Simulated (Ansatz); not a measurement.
# C₂H₇GaN₂: from a rough start to a minimum

What shape does C₂H₇GaN₂ take? The plan is to relax it, check the end point by its vibrations and derive ideal-gas thermochemistry, and look at its orbitals and charge.

Program: Ansatz 0.2.0, Gaussian basis. Level of theory: RKS PBE0-D4/def2-TZVP. These are calculated values, not measurements.

Levels to be run: relaxation at PBE0-D4/def2-TZVP; harmonic vibrations at the same level; a single point in def2-TZVPP for the fields.

## Step 1: The system as given

SMILES `C[N]1C[NH][GaH]1`, 12 atoms, charge 0, spin multiplicity 1.

Atoms are counted from 1 here; the program's logs count them from 0.

Bond lengths: C1–N2 1.443 Å, C1–H6 1.097 Å, C1–H7 1.098 Å, C1–H8 1.089 Å, N2–C3 1.461 Å, N2–Ga5 1.846 Å, C3–N4 1.471 Å, C3–H9 1.104 Å, C3–H10 1.100 Å, N4–Ga5 1.877 Å, N4–H11 1.014 Å, Ga5–H12 1.560 Å. Angles: N2–C1–H6 110.6°, N2–C1–H7 111.7°, N2–C1–H8 108.9°, H6–C1–H7 108.2°, H6–C1–H8 108.5°, H7–C1–H8 108.8°, C1–N2–C3 116.9°, C1–N2–Ga5 150.7°, C3–N2–Ga5 90.3°, N2–C3–N4 103.4°, N2–C3–H9 112.5°, N2–C3–H10 110.2°, N4–C3–H9 113.4°, N4–C3–H10 109.4°, H9–C3–H10 107.9°, C3–N4–Ga5 88.8°, C3–N4–H11 112.7°, Ga5–N4–H11 130.1° and more.

As a file:

| atom | x (Å) | y (Å) | z (Å) |
| --- | --- | --- | --- |
| C1 | -1.5856 | -0.2478 | 0.6603 |
| N2 | -0.3595 | 0.2719 | 0.1041 |
| C3 | 0.8090 | -0.6041 | 0.1480 |
| N4 | 1.8488 | 0.1779 | -0.5380 |
| Ga5 | 0.5312 | 1.4189 | -1.0349 |
| H6 | -1.4813 | -0.4100 | 1.7400 |
| H7 | -1.8702 | -1.2017 | 0.1961 |
| H8 | -2.3831 | 0.4752 | 0.4943 |
| H9 | 0.6183 | -1.5853 | -0.3199 |
| H10 | 1.1129 | -0.7796 | 1.1902 |
| H11 | 2.4544 | -0.3973 | -1.1137 |
| H12 | 0.3052 | 2.8819 | -1.5264 |

The start is a GFN2-xTB geometry.

## Step 2: Relaxation at PBE0-D4/def2-TZVP

in.yaml

```yaml
crystal:
  periodic: [false, false, false]
  atoms:
    - {symbol: C, position_ang: [-1.585560, -0.247810, 0.660270]}
    - {symbol: N, position_ang: [-0.359460, 0.271910, 0.104130]}
    - {symbol: C, position_ang: [0.808960, -0.604100, 0.147960]}
    - {symbol: N, position_ang: [1.848760, 0.177910, -0.538020]}
    - {symbol: Ga, position_ang: [0.531230, 1.418860, -1.034930]}
    - {symbol: H, position_ang: [-1.481280, -0.410030, 1.740010]}
    - {symbol: H, position_ang: [-1.870250, -1.201740, 0.196110]}
    - {symbol: H, position_ang: [-2.383110, 0.475210, 0.494250]}
    - {symbol: H, position_ang: [0.618270, -1.585280, -0.319870]}
    - {symbol: H, position_ang: [1.112880, -0.779600, 1.190150]}
    - {symbol: H, position_ang: [2.454360, -0.397270, -1.113700]}
    - {symbol: H, position_ang: [0.305220, 2.881930, -1.526370]}
basis:
  gaussian: {orbitals: def2-TZVP}
hamiltonian: {xc: pbe0, dispersion: d4}
relax: {f_tol: 0.005, max_steps: 150}
```

Run with:

```sh
ansatz run in.yaml --threads 2 --pin off --events-out ev --progress --plain --max-ram 32768MiB --backend cuda --devices 0, --max-vram 18GiB
```

Further steps of the session: Vibrations by finite differences; A single point for the fields.

Before running them: what should the planned runs give, taken together? Wanted: point group; shift from the start; total energy; dispersion term; dipole moment; lowest, highest wavenumber; zero-point energy; HOMO, LUMO.

**Answer**, as computed:

| quantity | value |
| --- | --- |
| point group | C1 |
| steps | 10 |
| shift from the start (rms) | 0.153 Å |
| total energy | -57534.8781 eV |
| dispersion term | -227 meV |
| dipole moment | 0.81 D |
| lowest, highest wavenumber | 129, 3646 cm⁻¹ |
| zero-point energy | 246.5 kJ/mol |
| entropy at 298.15 K | 334.1 J/(mol K) |
| HOMO, LUMO | -6.00, -0.38 eV |

What this shows: The relaxed geometry lies 0.15 Å (rms) from the start; the bond that changed most is N4–Ga5, from 1.877 to 1.854 Å. All wavenumbers are real, so the end point is a minimum. The stiffest mode, 3646 cm⁻¹, is an N–H stretch, and 2 modes under 200 cm⁻¹ make the vibrational entropy uncertain. Harmonic hybrid wavenumbers usually lie a few per cent above measured fundamentals. The largest Mulliken charge, -0.49 e, sits on N4. The HOMO lies mostly on N2 62 %; Ga5 8 % and the LUMO on Ga5 48 %; H12 26 %.
